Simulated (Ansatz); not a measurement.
**CCSDT(Q)/STO-3G run of [GeH3]− (SMILES [GeH3-])**

Aim: the energy change on altering one bond length of [GeH3]− at CCSDT(Q)/STO-3G, from 2 runs. 

The results are computed with Ansatz 0.2.0.

3 further runs of the same task are left out: 2 that didn't finish, 1 set aside as unsound or not needed.

**1. The structure to begin with**

The species is [GeH3]− (4 atoms), meant as a singlet with charge -1. SMILES: `[GeH3-]`. The shape comes from GFN2-xTB, which is rough for such elements, and wasn't checked as a minimum.

Bond lengths: Ge1–H2 1.750 Å, Ge1–H3 1.752 Å, Ge1–H4 1.758 Å. Angles: H2–Ge1–H3 89.2°, H2–Ge1–H4 89.5°, H3–Ge1–H4 89.4°.

**2. A single-point energy at CCSDT(Q)/STO-3G**

input.yaml

```yaml
crystal:
  periodic: [false, false, false]
  atoms:
    - {symbol: Ge, position_ang: [0.468920, -0.274960, -0.542070]}
    - {symbol: H, position_ang: [0.935040, 0.154290, 1.089240]}
    - {symbol: H, position_ang: [-0.940860, -1.090590, 0.102250]}
    - {symbol: H, position_ang: [-0.463100, 1.211260, -0.649430]}
basis:
  gaussian:
    orbitals: STO-3G
total_charge: -1
correlation:
  method: ccsdt_q
  frozen_orbitals: {Ge: 9, H: 0}
accuracy: high
scf:
  omitted_lower_state_checks: [cluster_reference, increment]
```

Launch:

```console
$ ansatz run input.yaml --threads 1 --pin off --max-ram 2610MiB --events-out events.jsonl --progress --plain --runs-dir runs
```

The log of the run (excerpt; [...] marks lines left out):

```text
Warning: RAYON_NUM_THREADS=1 ignored (pool sized by the plan → 1); use --threads N
Functional definition: HF
  name "HF"
[...]
256 factors; integrals over basis functions are off by at most 1.2e-8 eV
[...]
mean field -55871.41581928 eV, -2053.2366603525 hartree, gradient 3.8e-8 eV, S^2 0.000000; 0 other end points of the search recorded, 0 dependent functions left out
9 core orbitals not correlated: weight in the atoms' cores, before any rotation towards them, 1.000 or more for the frozen orbitals, at most 0.000 for the correlated occupied ones
reference -55871.41581928 eV, -2053.2366603525 hartree; 9, 9 occupied and 3, 3 virtual orbitals, 256 factors
second order -1.23041200 eV of doubles, -0.00000000 eV of singles
cycle   1  -1.62997232 eV  change   -4.0e-1 eV  update   6.3e-2
[...]
cycle  22  -1.89496770 eV  change   -1.5e-9 eV  update   1.2e-9
perturbative correction 0.00061474 eV, 0.0000225912 hartree
Total energy: -55873.31017224 eV, -2053.3062765399 hartree
Checks for a lower state left out: cluster_reference, increment
```

Run time: 0.22 s. Hardware: 1 thread of Intel Xeon Platinum 8559C (Emerald Rapids), shared host.

**3. The distorted shape at the same level**

run.yaml

```yaml
crystal:
  periodic: [false, false, false]
  atoms:
    - {symbol: Ge, position_ang: [0.701948, -0.646551, -0.515227]}
    - {symbol: H, position_ang: [1.168068, -0.217301, 1.116083]}
    - {symbol: H, position_ang: [-0.707832, -1.462181, 0.129093]}
    - {symbol: H, position_ang: [-0.463100, 1.211260, -0.649430]}
basis:
  gaussian: {orbitals: STO-3G}
total_charge: -1
correlation: {method: ccsdt_q, frozen_orbitals: {Ge: 9, H: 0}}
accuracy: high
scf: {omitted_lower_state_checks: [cluster_reference, increment]}
```

Launch:

```console
$ ansatz run run.yaml --threads 1 --pin off --max-ram 2610MiB --events-out events.jsonl --progress --plain --runs-dir runs
```

The log of the run (excerpt; [...] marks lines left out):

```text
Warning: RAYON_NUM_THREADS=1 ignored (pool sized by the plan → 1); use --threads N
Functional definition: HF
  name "HF"
[...]
255 factors; integrals over basis functions are off by at most 1.2e-8 eV
[...]
mean field -55869.47076995 eV, -2053.1651811082 hartree, gradient 1.8e-8 eV, S^2 0.000000; 0 other end points of the search recorded, 0 dependent functions left out; unrestricted orbitals would lower it
9 core orbitals not correlated: weight in the atoms' cores, before any rotation towards them, 1.000 or more for the frozen orbitals, at most 0.000 for the correlated occupied ones
reference -55869.47076995 eV, -2053.1651811082 hartree; 9, 9 occupied and 3, 3 virtual orbitals, 255 factors
second order -1.47011018 eV of doubles, -0.00000000 eV of singles
cycle   1  -1.95047644 eV  change   -4.8e-1 eV  update   8.4e-2
[...]
cycle  25  -2.33163038 eV  change  -6.0e-10 eV  update   1.5e-9
perturbative correction 0.00258391 eV, 0.0000949571 hartree
Total energy: -55871.79981642 eV, -2053.2507719872 hartree
Checks for a lower state left out: cluster_reference, increment
```

Run time: 0.22 s. Hardware: 1 thread of Intel Xeon Platinum 8559C (Emerald Rapids), shared host.

**4. Results**

Level: CCSDT(Q)/STO-3G, 9 core orbitals frozen.

```
                                                          quantity           value
                                         first shape: total energy  -2053.30628 Eh
          first shape: correlation energy (9 core orbitals frozen)       -69.6 mEh
                                        first shape: T1 diagnostic           0.008
                                     distorted shape: total energy  -2053.25077 Eh
      distorted shape: correlation energy (9 core orbitals frozen)       -85.6 mEh
                                    distorted shape: T1 diagnostic           0.015
energy change with the Ge1–H4 bond stretched from 1.758 to 2.197 Å        1.510 eV
```

In words: With the Ge1–H4 bond stretched from 1.758 to 2.197 Å the energy rises by 1.51 eV (146 kJ/mol). The first shape isn't relaxed at this level, so the change isn't measured from a minimum. The minimal basis adds a large error of its own. The restricted solution (distorted shape) is unstable to spin breaking: an unrestricted one lies lower.
